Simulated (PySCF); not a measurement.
# C6H10Si: the cost of one run

Programs: PySCF 2.14.0, with routines of our own; each step states its level. All values are computed. Atoms count from 0.

## 1. The system as given

17 atoms, charge 0, multiplicity 1; geometry from: GFN2-xTB.

## 2. Circular dichroism and optical rotation: TDDFT wB97X-D/aug-cc-pVDZ

The job: settings as JSON, then the geometry in Å.

```
{"job": {"kind": "ecd", "xc": "wB97X-D", "basis": "aug-cc-pVDZ", "nstates": 16}, "charge": 0, "multiplicity": 1}
Si     2.621926    -0.127676     0.626892
C      0.871553    -0.385245     0.028609
C      0.025583    -1.422808    -0.061490
C     -1.133965    -0.606924    -0.540619
C     -1.973101    -0.009777     0.613978
C     -1.012993     1.184863     0.704470
C     -0.171151     0.603032    -0.449839
H      2.619200     0.871462     1.700340
H      3.436947     0.369481    -0.485682
H      3.158778    -1.393711     1.125663
H      0.104435    -2.467812     0.183720
H     -1.663601    -0.905892    -1.441020
H     -2.980244     0.264654     0.308607
H     -2.027519    -0.637068     1.501685
H     -0.472435     1.280186     1.644527
H     -1.477674     2.138192     0.462491
H      0.067264     1.257073    -1.282780
```

Method: TDDFT wB97X-D/aug-cc-pVDZ circular dichroism and optical rotation, one conformer, gas phase.

On the command line:

```sh
> OMP_NUM_THREADS=1 python excited_run.py task.json out
```

The driver reads the jobs from task.json and runs them one after another.

**Question.** How long does this job take on 1 thread of Arm Neoverse V1, shared host, and how much memory does it need?

About 2.5 min, with a peak of 1.1 GiB.
